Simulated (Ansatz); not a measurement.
# SbHF radical (SMILES [F][SbH]): a rigid scan of the bond length F1–Sb2

Aim: the energy along the bond length F1–Sb2, from CCSD(T) and from cheaper methods, relative to the minimum. No other atom is relaxed.

Program: Ansatz 0.2.0, Gaussian basis. Level of theory: single points in def2-TZVPP. These are calculated values, not measurements.

Levels: PBE-D4, r2SCAN-D4, PBE0-D4, B3LYP-D4, wB97M-V, Hartree-Fock, MP2, CCSD, CCSD(T). The scan takes 1.690, 1.757, 1.855, 1.969, 2.096, 2.232, 2.377 Å.

Correlated methods freeze the cores. Filled d shells of the heavier atoms are correlated. Core potentials replace the inner electrons past krypton, and spin-orbit coupling is left out. Orbitals are unrestricted. B3LYP uses VWN-RPA correlation.

29 further runs of the same task are left out: 29 set aside as unsound or not needed.

**1. Starting geometry**

SMILES `[F][SbH]`, 3 atoms, charge 0, spin multiplicity 2.

Atoms are counted from 1 here; the program's logs count them from 0.

Bond lengths: F1–Sb2 1.943 Å, Sb2–H3 1.731 Å. Angles: F1–Sb2–H3 90.1°.

Coordinates:

```xyz
3
charge 0, multiplicity 2
F    -0.8042    1.1033   -0.3288
Sb   -0.3331   -0.7802   -0.2640
H     1.1263   -0.3879    0.5795
```

**2. A first relaxation in a small basis**

Contents of pre/in.yaml:

```yaml
crystal:
  periodic: [false, false, false]
  atoms:
    - {symbol: F, position_ang: [-0.804200, 1.103300, -0.328800]}
    - {symbol: Sb, position_ang: [-0.333100, -0.780200, -0.264000]}
    - {symbol: H, position_ang: [1.126300, -0.387900, 0.579500]}
basis:
  gaussian: {orbitals: def2-SVP}
magnetization: {spin_polarized: true, initial_magnetization: 1}
hamiltonian: {xc: pbe, dispersion: d4}
relax: {f_tol: 0.03, max_steps: 250}
```

No record of the launch command was kept for these runs.

The runs that follow: Relaxation at PBE0-D4; Reference energies at the minimum; F1–Sb2 = 1.690 Å; F1–Sb2 = 1.757 Å; F1–Sb2 = 1.855 Å; F1–Sb2 = 1.969 Å; F1–Sb2 = 2.096 Å; F1–Sb2 = 2.232 Å; F1–Sb2 = 2.377 Å.

What does the calculation give? Wanted: highest point, CCSD(T); lowest point, CCSD(T); minimum along the scan, CCSD(T); RMS deviation from CCSD(T); largest T1 diagnostic.

As calculated:

```
                       quantity                                                                                                            value
         highest point, CCSD(T)                                                                                         27.7 kcal/mol at 2.377 Å
          lowest point, CCSD(T)                                                                                          0.0 kcal/mol at 1.920 Å
minimum along the scan, CCSD(T)                                                                                                          1.917 Å
                curvature there                                                                                                       23.0 eV/Å²
     RMS deviation from CCSD(T)  PBE-D4 3.5, r2SCAN-D4 0.9, PBE0-D4 0.3, B3LYP-D4 2.2, wB97M-V 0.4, Hartree-Fock 3.1, MP2 0.2, CCSD 0.8 kcal/mol
          largest T1 diagnostic                                                                                                            0.022
```

What this shows: A polynomial through the near points puts the CCSD(T) minimum 0.003 Å below the PBE0-D4 value. The third derivative is negative, the usual anharmonicity of a bond. Curvature against CCSD(T): PBE-D4 -15 %, Hartree-Fock +13 %. Best along the scan: MP2. Worst: PBE-D4. 2 further points are left out, because the reference changes its state there.
